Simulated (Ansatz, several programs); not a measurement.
LiTlTe2, ordered on the zincblende lattice (P-4m2) with 4 atoms a cell, relaxed with PBE in Ansatz (plane waves, PAW): it is tetragonal, P-4m2 (No. 115); conventional cell a = 4.658 Å, c = 6.462 Å, 35.06 Å³ an atom. Li has 4 Te at 2.75 Å; Te has 2 Li at 2.75 Å and 2 Tl at 2.92 Å; Tl has 4 Te at 2.92 Å. The cell was then scaled with its shape and fractional coordinates held, which makes it stiffer than a relaxed compression. Simulation only: spin-unpolarised, and no claim that this is the phase found in nature.

```
V (Å³/atom)  E (meV/atom)
     32.953         12.31
     35.056          0.00
     36.108          2.16
     37.160          8.69
```

Task: Pass a cubic E = c₀ + c₁u + c₂u² + c₃u³, with u = V − 35.319 Å³, through these points.

Result: c₀ = 0.08, c₁ = +0.919, c₂ = 2.274, c₃ = -0.1264 (meV and Å³).

Task: Where is the minimum, and what bulk modulus follows?

Result: dE/du = 0 at u = -0.199, so V₀ = 35.12 Å³. B = V₀ d²E/dV² = 35.12 × (2c₂ + 6c₃u) = 35.12 × 4.698 = 165 meV/Å³, and 1 meV/Å³ is 0.16022 GPa: 26 GPa. A third-order Birch-Murnaghan fit to all five points gives 35.12 Å³ and 26 GPa.

Task: Predict the energy and the pressure at the withheld volume, 34.005 Å³.

Result: With u = -1.314: E ≈ 3.09 meV and P = −dE/dV ≈ +0.92 GPa. The run gives 3.05 meV and, from its stress, +0.91 GPa.
